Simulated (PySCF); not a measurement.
**C2H7InO (SMILES [CH3][In]([CH3])[OH]): BLYP/ANO-RCC-VDZP (sfX2C)**

Aim: the vertical ionisation energy of C2H7InO at BLYP/ANO-RCC-VDZP (sfX2C), from 2 runs. The job is set up through a Python script.

The calculation is run with PySCF 2.14.0.

### Step 1. Starting point

The species is C2H7InO (11 atoms), meant as a singlet with charge 0. As SMILES, `[CH3][In]([CH3])[OH]`. The coordinates come from a PBE0-D4/def2-TZVP relaxation.

Bond lengths: C1–In2 2.148 Å, In2–C3 2.138 Å, In2–O4 2.007 Å, C1–H5 1.090 Å, C1–H6 1.090 Å, C1–H7 1.092 Å, C3–H8 1.090 Å, C3–H9 1.091 Å, C3–H10 1.091 Å, O4–H11 0.959 Å. Some angles: C1–In2–C3 136.7°, C1–In2–O4 114.2°, C3–In2–O4 109.1°, In2–C1–H5 110.1°, In2–C1–H6 111.1°, In2–C1–H7 109.5°, In2–C3–H8 108.7°, In2–C3–H9 110.5°, In2–C3–H10 110.8°, In2–O4–H11 114.0°.

### Step 2. The energy at BLYP/ANO-RCC-VDZP (sfX2C)

File calc.py:

```python
# [CH3][In]([CH3])[OH]
from pyscf import gto, dft

mol = gto.M(
    atom='''
C     -1.237900     1.174600    -1.040300
In     0.014400    -0.256200    -0.041000
C      1.531800    -0.211200     1.463900
O     -0.279600    -2.154900    -0.620200
H     -1.551200     0.785300    -2.009500
H     -0.715300     2.120700    -1.184200
H     -2.128400     1.363200    -0.437100
H      1.929400    -1.218000     1.588800
H      1.117400     0.131700     2.413400
H      2.339100     0.465700     1.180700
H     -0.954500    -2.257800    -1.293900
''',
    basis='ano-rcc-vdzp',
    verbose=3,
    max_memory=1860,
)

mf = dft.RKS(mol, xc='blyp')
mf = mf.sfx2c1e()
mf.grids.level = 4
mf.conv_tol = 1e-10
mf.kernel()
if not mf.converged:
    mf = mf.newton().run(mf.mo_coeff, mf.mo_occ)

etot = mf.e_tot
print(f'total energy: {etot:.8f} hartree')
```

The run is started by

```
$ OMP_NUM_THREADS=1 python calc.py
```

Standard output:

```text
converged SCF energy = -6036.84037866082
total energy: -6036.84037866 hartree
```

It took 96 s on 1 thread of Arm Neoverse V1, shared host; peak memory 0.7 GiB.

### Step 3. The doublet cation, same level

File calc.py:

```python
from pyscf import gto, dft

mol = gto.M(
    atom='''
C       -1.237900       1.174600      -1.040300
In       0.014400      -0.256200      -0.041000
C        1.531800      -0.211200       1.463900
O       -0.279600      -2.154900      -0.620200
H       -1.551200       0.785300      -2.009500
H       -0.715300       2.120700      -1.184200
H       -2.128400       1.363200      -0.437100
H        1.929400      -1.218000       1.588800
H        1.117400       0.131700       2.413400
H        2.339100       0.465700       1.180700
H       -0.954500      -2.257800      -1.293900
''',
    charge=1,
    spin=1,
    verbose=3,
    basis='ano-rcc-vdzp',
    max_memory=1860,
)

ks = dft.UKS(mol, xc='blyp')
ks = ks.sfx2c1e()
ks.grids.level = 4
ks.conv_tol = 1e-10
ks.kernel()
if not ks.converged:
    ks = ks.newton().run(ks.mo_coeff, ks.mo_occ)

energy = ks.e_tot
print('Final energy', energy)
```

The run is started by

```
$ OMP_NUM_THREADS=1 python calc.py
```

Standard output:

```text
SCF not converged.
SCF energy = -6036.51167331003 after 50 cycles  <S^2> = 0.75463085  2S+1 = 2.0046255
converged SCF energy = -6036.51167331189  <S^2> = 0.7546308  2S+1 = 2.0046254
Final energy -6036.511673311889
```

It took 3.4 min on 1 thread of Arm Neoverse V1, shared host; peak memory 0.9 GiB.

### Step 4. Results

Level: BLYP/ANO-RCC-VDZP (sfX2C).

| quantity | value |
| --- | --- |
| singlet C2H7InO: total energy | -6036.84038 Eh |
| singlet C2H7InO: dipole moment | 2.41 D |
| singlet C2H7InO: HOMO energy | -6.01 eV |
| singlet C2H7InO: LUMO energy | -1.35 eV |
| singlet C2H7InO: HOMO–LUMO gap | 4.66 eV |
| doublet cation: total energy | -6036.51167 Eh |
| doublet cation: HOMO energy (highest over α and β) | -11.97 eV |
| doublet cation: LUMO energy (lowest over α and β) | -11.87 eV |
| doublet cation: ⟨S²⟩ | 0.755 |
| vertical ionisation energy (to the doublet cation) | 8.945 eV |

What this shows: The vertical ionisation energy comes to 8.94 eV (206 kcal/mol). The negative HOMO energy of the first species, 6.01 eV, lies 2.93 eV below that difference. Mulliken charges (singlet C2H7InO) run from -0.52 on O4 to +0.85 on In2. Mulliken charges (doublet cation) run from -0.34 on O4 to +1.07 on In2; they depend strongly on the basis.
